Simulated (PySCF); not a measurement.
# F2H5NSi2: the cost of one run

The runs use PySCF 2.14.0, with density-fitted response routines of our own; the level of theory stands in each step. All values are computed, except where a source is named. Atoms count from 0, in the outputs and in this text.

### 1 Starting geometry

10 atoms, charge 0, multiplicity 1; geometry from: GFN2-xTB. The atoms were then displaced at random by about 0.01 Å, so the start is not that level's minimum.

Bonds of the start (Å): N0–Si1 1.76, Si1–Si2 2.30, Si2–F3 1.58, Si2–F4 1.59, N0–H5 0.99, N0–H6 1.00, Si1–H7 1.49, Si1–H8 1.49, Si2–H9 1.44.

### 2 Geometry optimisation at PBE0-D3(BJ)/def2-SVP

Job settings and geometry (Å):

```
{"job": {"xc": "PBE0", "basis": "def2-SVP", "d3": "d3bj", "grid": 1, "shake": 0.01, "kind": "geom"}, "charge": 0, "multiplicity": 1}
N      1.656790    -0.745920     0.018690
Si     0.597530     0.651990     0.100850
Si    -1.545010    -0.173630    -0.033360
F     -2.380500     0.777400    -0.976740
F     -2.307710     0.025760     1.353020
H      1.500020    -1.409990    -0.705480
H      2.630570    -0.600120     0.185740
H      0.860670     1.685060    -0.941940
H      0.942700     1.283810     1.406860
H     -1.904630    -1.515290    -0.428690
```

On the command line:

```bash
$ OMP_NUM_THREADS=1 python probes_run.py task.json out
```

One launch serves the whole session: the jobs run in the order shown.

**Question.** How long does this first job take on 1 thread of Arm Neoverse V1, shared host, and how much memory does it need?

About 57 s, with a peak of 0.42 GiB.
